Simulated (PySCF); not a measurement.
# C6H5ClO: the cost of one run

Computed with PySCF 2.14.0 and routines of our own; the level stands in each step. Atoms count from 0.

## (1) The system as given

13 atoms, charge 0, multiplicity 1; geometry from: GFN2-xTB.

## (2) Magnetic properties: GIAO B3LYP/pcSseg-1

What the job is given:

```
{"job": {"kind": "mag", "xc": "B3LYP", "basis": "pcSseg-1", "isotopologues": 2}, "charge": 0, "multiplicity": 1}
C     -3.096906     0.512526     0.972796
C     -2.175472     0.047457     0.134554
Cl    -2.610548    -0.693248    -1.383323
C     -0.790328     0.098985     0.374879
C      0.411160     0.102420     0.506339
C      1.830485     0.151517     0.738507
C      2.628318    -0.454716    -0.386740
O      2.310065     0.632418     1.735499
H     -4.146412     0.451073     0.748969
H     -2.803355     0.965197     1.903651
H      2.413667     0.076144    -1.312597
H      2.334535    -1.494123    -0.522456
H      3.690404    -0.395165    -0.163581
```

Method: GIAO B3LYP/pcSseg-1 magnetisability, rotational g tensor and spin-rotation constants, non-relativistic, gas phase.

Command:

```
$ OMP_NUM_THREADS=1 python excited_run.py task.json out
```

This one command runs all jobs of the session in turn.

Q: Estimate the wall time and peak memory of this first job on 1 thread of Arm Neoverse N1, shared host.

About 38 s, with a peak of 0.76 GiB.
